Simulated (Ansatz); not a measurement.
**BFH2O2 + H2 + HF: a complex and its separated parts**

Aim: how far the complex at one end of a reaction step lies below its separated, relaxed parts, level by level.

Computed with Ansatz 0.2.0, Gaussian basis. Level: PBE0-D4/def2-TZVP structures, single points in def2-TZVPP, no counterpoise correction.

Levels: SPW92, PBE-D4, BLYP-D4, r2SCAN-D4, B97M-V, PBE0-D4, B3LYP-D4, r2SCAN0-D4, BHLYP-D4, CAM-B3LYP-D4, wB97X-V, wB97M-V, B2PLYP, PBE-QIDH, RPA on PBE, Hartree-Fock, MP2, CCSD, CCSD(T).

Cores are frozen in the correlated methods. B3LYP uses VWN-RPA correlation. B2PLYP carries no dispersion term here.

113 further runs of the same task are left out: 113 set aside as unsound or not needed.

### Step 1. Starting geometry

The complex: 10 atoms, charge 0, spin multiplicity 1.

Atoms are counted from 1 here; the program's logs count them from 0.

Bond lengths: B1–O3 1.345 Å, B1–O4 1.353 Å, B1–F6 1.349 Å, H2–H7 0.748 Å, O3–H9 0.960 Å, O4–H10 0.960 Å, H5–F8 0.927 Å. Angles: O3–B1–O4 123.3°, O3–B1–F6 116.7°, O4–B1–F6 120.0°, B1–O3–H9 113.3°, B1–O4–H10 113.9°.

Geometry (Å):

```xyz
10

B    -0.2875    0.1325   -0.9695
H    -0.8602   -0.4126    2.0024
O    -0.0371   -1.1371   -1.3378
O    -1.5222    0.6848   -1.0016
H     1.9975    0.2955    0.6560
F     0.7700    0.8663   -0.5655
H    -0.1186   -0.4116    2.0964
F     2.4329    0.0041    1.4207
H    -0.8249   -1.6170   -1.6036
H    -1.5498    1.5950   -0.6976
```

Its parts: BFH2O2 holds atoms 1, 3, 4, 6, 9, 10; H2 holds atoms 2, 7; HF holds atoms 5, 8. Each part counts its atoms afresh in its own runs.

### Step 2. Relaxing BFH2O2 alone

Input file relax-a/in.yaml:

```yaml
crystal:
  periodic: [false, false, false]
  atoms:
    - {symbol: B, position_ang: [-0.287515, 0.132508, -0.969545]}
    - {symbol: O, position_ang: [-0.037142, -1.137092, -1.337769]}
    - {symbol: O, position_ang: [-1.522164, 0.684827, -1.001588]}
    - {symbol: F, position_ang: [0.769992, 0.866302, -0.565539]}
    - {symbol: H, position_ang: [-0.824904, -1.616982, -1.603555]}
    - {symbol: H, position_ang: [-1.549781, 1.595044, -0.697568]}
basis:
  gaussian: {orbitals: def2-TZVP}
hamiltonian: {xc: pbe0, dispersion: d4}
relax: {f_tol: 0.005, max_steps: 200}
```

On the command line:

```console
$ ansatz run in.yaml --threads 4 --pin off --events-out ev --progress --plain --max-ram 9574MiB
```

After this run come: Relaxing H2 alone; Relaxing HF alone; SPW92/def2-TZVPP; PBE-D4/def2-TZVPP; BLYP-D4/def2-TZVPP; r2SCAN-D4/def2-TZVPP; B97M-V/def2-TZVPP; PBE0-D4/def2-TZVPP; B3LYP-D4/def2-TZVPP; r2SCAN0-D4/def2-TZVPP; BHLYP-D4/def2-TZVPP; CAM-B3LYP-D4/def2-TZVPP; wB97X-V/def2-TZVPP; wB97M-V/def2-TZVPP; B2PLYP/def2-TZVPP; PBE-QIDH/def2-TZVPP; RPA on PBE/def2-TZVPP; CCSD(T)/def2-TZVPP; Vibrations of BFH2O2; Vibrations of H2; Vibrations of HF.

Before running it: what results should come out? Wanted: complex less parts, CCSD(T)/def2-TZVPP; with zero-point energy; largest T1 diagnostic.

**Answer**, as computed:

| quantity | value |
| --- | --- |
| complex less parts, CCSD(T)/def2-TZVPP | -0.225 eV |
| with zero-point energy | -0.114 eV |
| largest T1 diagnostic | 0.012 |

**Reading.** At CCSD(T) the complex lies 0.225 eV below its parts. The functionals run from PBE-QIDH, off by +0.008 eV, to SPW92, off by -0.186 eV, against CCSD(T). By rung, the mean size of the error is: LDA 0.186, GGA 0.042, meta-GGA 0.036, hybrid 0.033, range-separated hybrid 0.042, double hybrid 0.009 eV. PBE-D4 gives a relative energy 0.057 eV too low, outside chemical accuracy (1 kcal/mol, 0.043 eV). No counterpoise was applied, and triple zeta lacks some correlation, so the CCSD(T) reference has a basis error of its own, and close matches with it are partly luck.
